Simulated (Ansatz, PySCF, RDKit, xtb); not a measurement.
# AlSnGeH5F+: from the formula to a structure

Task: start from the formula AlSnGeH5F+ (charge +1), draw up candidate structures, narrow them down in stages, and characterise the one that lies lowest at 298.15 K.

Plan: many cheap relaxations first (GFN2-xTB), then density-functional screening, relaxation at PBE0-D3(BJ)/def2-SVP, vibrations and a final energy. The numbers are computed, not measured.

6 further runs of the same task are left out: 6 set aside as unsound or not needed.

## (1) Drawing up candidates

All bonding patterns within simple valence rules are listed by program: one Lewis structure each, at most two rings and one unusual centre or charged pair. O–O, O–halogen and N–halogen bonds and N–N–N chains are not drawn. That gives 35 candidates.

c020 [F][GeH+][AlH2-][SnH2+]; c076 [F][AlH2-][GeH+][SnH2+]; c099 [F][SnH+][GeH+][AlH3-]; c111 [F][SnH+][AlH2-][GeH2+]; c116 [F][GeH+][AlH][SnH3]; c158 [F][SnH2][Al+][GeH3]; c189 [F][Sn@H]([AlH2])[GeH2+]; c207 [F][GeH2][Al+][SnH3]; c214 [F][SnH2][GeH+][AlH2]; c241 [F][Sn+]([AlH3-])[GeH2+]; c247 [F][AlH][SnH+][GeH3]; c269 [F][GeH+][SnH2][AlH2]; c295 [F][GeH+][SnH+][AlH3-]; c308 [F][Al+][GeH2][SnH3]; c310 [F][Ge+]([AlH2])[SnH3]; c332 [F][AlH2-][SnH+][GeH2+]; c408 [F][GeH2][SnH+][AlH2]; c412 [F][Sn@H]([AlH+])[GeH3]; c430 [F][SnH2][AlH][GeH2+]; c432 [F][Ge+]([AlH3-])[SnH2+]; c472 [F][Ge@H]([AlH+])[SnH3]; c479 [F][Sn+]([AlH2])[GeH3]; c528 [F][AlH][GeH+][SnH3]; c620 [F][GeH2][AlH][SnH2+]; c649 [F][Al]([GeH3])[SnH2+]; c694 [F][SnH2][GeH2][AlH+]; c702 [F][AlH][GeH2][SnH2+]; c707 [F][GeH2][SnH2][AlH+]; c721 [F][Al@H-]([GeH2+])[SnH2+]; c762 [F][AlH][SnH2][GeH2+]; c763 [F][Al]([GeH2+])[SnH3]; c839 [F][SnH+][GeH2][AlH2]; c853 [F][SnH+][AlH][GeH3]; c901 [F][Ge@H]([AlH2])[SnH2+]; c951 [F][Al+][SnH2][GeH3].

Candidates are built by distance geometry, with a force field where one applies, in up to four conformers (letters a to d). 6 starts with atoms placed at random are added, to find patterns that the rules miss.

Q: Predict the outcome of this search (final energies at CCSD(T)/def2-SVP + MP2/def2-TZVPP - MP2/def2-SVP).

| quantity | value |
| --- | --- |
| lowest structure found | [F][Al]([GeH3])[SnH2+], singlet, C1 |
| next finalist | [SnH3][Al]1[F][GeH2]1 ‡, singlet, 13.4 kcal/mol higher in G |
| share at equilibrium, among the finalists | 100.0 % |
| harmonic wavenumbers, lowest and highest (PBE0-D3(BJ)/def2-SVP) | 8i and 2208 cm⁻¹ |
| rotational constants, same geometry | 0.2165, 0.01395, 0.01325 cm⁻¹ |
| HOMO energy (PBE0/def2-TZVPD) | -11.95 eV |
| LUMO energy (PBE0/def2-TZVPD) | -7.39 eV |
| HOMO–LUMO gap (PBE0/def2-TZVPD) | 4.56 eV |
| lowest excitation (TD-CAM-B3LYP/def2-SVPD) | 3.61 eV (f = 0.054) |
| strongest of the states computed, same level | 5.44 eV (f = 0.797) |
| lowest triplet excitation, same level, Tamm-Dancoff | 2.82 eV |
| vertical ionisation energy | 13.71 eV |
| vertical recombination energy (electron added) | 5.75 eV |
| vertical triplet less singlet | +2.81 eV |

The search ends on `[F][Al]([GeH3])[SnH2+]`. Among the finalists first place is clear (13.4 kcal/mol); structures outside the list aren't covered. r2SCAN-D4/def2-SVP, PBE0-D3(BJ)/def2-SVP, HF/def2-SVP and MP2/def2-SVP already put its bonding pattern lowest among the structures in one piece. Spin-orbit coupling, which matters for elements this heavy, is left out. One minimum inside the window was never screened. A loose complex, c332c, lay -18.9 kcal/mol from the best structure in one piece at the screening level; it was neither relaxed nor ranked, and may be the true minimum. Lowest found is not proven lowest: the search is finite, and each finalist counts with one conformer. Patterns outside the rules of the enumeration were met only by chance.

‡ marks the bonded skeleton alone, with all bonds drawn single: no Lewis structure was assigned that passes a check against the bond lengths.
